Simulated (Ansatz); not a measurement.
## HIn (charge +1): a search for lower mean-field states

Run with Ansatz 0.2.0 through its Python package.

`hin.py`:
```python
'''Does a wider search find a lower mean-field state of HIn(+)?'''

import warnings

import ansatz
import numpy as np

GEOMETRY = '''
In    0.00000    0.00000    0.00000
H     0.00000    0.00000    1.81000
'''

warnings.simplefilter('ignore', ansatz.DeckWarning)

system = ansatz.Crystal.molecule()
for line in GEOMETRY.strip().splitlines():
    symbol, *xyz = line.split()
    system = system.atom(symbol, [float(v) for v in xyz])
symbols = [site.symbol for site in system.cartesian_sites]

start = np.array([site.position_ang for site in system.cartesian_sites])
for factor in [1.0, 1.25, 1.6]:
    xyz = (start - start.mean(axis=0)) * factor
    scaled = ansatz.Crystal.molecule()
    for symbol, place in zip(symbols, xyz):
        scaled = scaled.atom(symbol, place.tolist())
    calculation = (
        scaled.calculation()
        .basis(gaussian='def2-SVP')
        .functional('hf')
        .charge(1)
        .spin('collinear', total=1)
    )
    for search in ('off', 'standard'):
        try:
            summary = calculation.scf(lower_state_search=search).run(threads=1, pin='off').report
        except ansatz.AnsatzError as error:
            print(f'x{factor} search {search}: {type(error).__name__}')
            continue
        state = summary['mean_field']['state']
        print(f'all distances x{factor}, search {search:8s} E = {summary["free_energy_ev"]:.5f} eV  <S^2> = {abs(state["spin_squared"]):.3f}  other states met: {len(summary["mean_field"]["others"])}')
```

`python hin.py` gives:
```text
all distances x1.0, search off      E = -5156.97550 eV  <S^2> = 0.801  other states met: 0
all distances x1.0, search standard E = -5156.97550 eV  <S^2> = 0.801  other states met: 0
all distances x1.25, search off      E = -5156.90776 eV  <S^2> = 0.807  other states met: 0
all distances x1.25, search standard E = -5156.90776 eV  <S^2> = 0.807  other states met: 0
all distances x1.6, search off      E = -5156.93690 eV  <S^2> = 0.756  other states met: 0
all distances x1.6, search standard E = -5156.93690 eV  <S^2> = 0.756  other states met: 0
```

Caveats:
- Total energies depend on the basis set; only differences at equal settings carry meaning.
- The count of other states can hold repeated and symmetry-equivalent ends of the search; scaling all distances is a test, and for more than two atoms no physical path.
- def2 sets replace the cores of elements past krypton by effective core potentials.
- The run takes the species as open-shell (spin multiplicity 2), which needn't be its ground state.
- The expectation value of S² is noticeably off S(S+1) in at least one run, so that state is spin-contaminated.
- Finished in 2 s on 1 thread of Arm Neoverse V1 (shared host), peak memory 0.14 GiB.
